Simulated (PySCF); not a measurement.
# Br4Ti: the cost of one run

Computed with PySCF 2.14.0. Level: levels as typed in each script, gas phase, geometry from GFN2-xTB.

### 1 The starting structure

SMILES `Br[Ti](Br)(Br)Br`, 5 atoms, charge 0, spin multiplicity 1.

Bond lengths: Br1–Ti2 2.343 Å, Ti2–Br3 2.343 Å, Ti2–Br4 2.343 Å, Ti2–Br5 2.343 Å. Angles: Br1–Ti2–Br3 109.5°, Br1–Ti2–Br4 109.5°, Br1–Ti2–Br5 109.5°, Br3–Ti2–Br4 109.5°, Br3–Ti2–Br5 109.5°, Br4–Ti2–Br5 109.5°.

Coordinates:

```xyz
5

Br   -1.3526    1.8713   -0.3958
Ti   -0.0002    0.0000    0.0000
Br   -1.3526   -1.8714    0.3958
Br    1.3527    0.3958    1.8713
Br    1.3526   -0.3959   -1.8713
```

### 2 Density, bond paths and surface potential (PBE0/def2-tzvp)

Contents of input.py:

```python
import numpy as np
from pyscf import gto, scf, dft
from pyscf.scf import atom_ks, atom_hf
from scipy.linalg import block_diag

def solve(mol, dm0=None, hcore=None):
    mf = (dft.UKS if mol.spin else dft.RKS)(mol, xc='pbe0')
    mf.grids.level = 3
    mf = mf.density_fit(auxbasis='def2-universal-jkfit')
    mf.conv_tol, mf.max_cycle = 1e-8, 80
    if hcore is not None:
        mf.get_hcore = lambda *args: hcore
    mf.kernel(dm0)
    if not mf.converged:
        mf = mf.newton().run(mf.mo_coeff, mf.mo_occ, max_cycle=30)
    assert mf.converged, 'SCF not converged'
    return mf

mol = gto.M(atom='''
Br    -1.35261     1.87133    -0.39583
Ti    -0.00017     0.00004    -0.00004
Br    -1.35259    -1.87135     0.39585
Br     1.35266     0.39585     1.87128
Br     1.35265    -0.39586    -1.87128
''', basis='def2-tzvp', charge=0, spin=0, verbose=4)
mf = solve(mol)
mf.analyze()
# spherically averaged free atoms, for the promolecule
atm = atom_ks.get_atm_nrks(mol, xc='pbe0')
pro = block_diag(*[(atm[a[0]][2] * atm[a[0]][3]) @ atm[a[0]][2].T for a in mol._atom])
np.savez('result.npz', e=mf.e_tot, c=mf.mo_coeff, occ=mf.mo_occ, eps=mf.mo_energy, pro=pro, dip=mf.dip_moment(verbose=0), s2=mf.spin_square()[0])
```

Started as:

```bash
$ OMP_NUM_THREADS=1 python input.py
```

**Question.** How long does this run take on 1 thread of Intel Xeon 6975P-C (Granite Rapids), shared host, and how much memory does it need?

About 25 s, with a peak of 1.1 GiB.
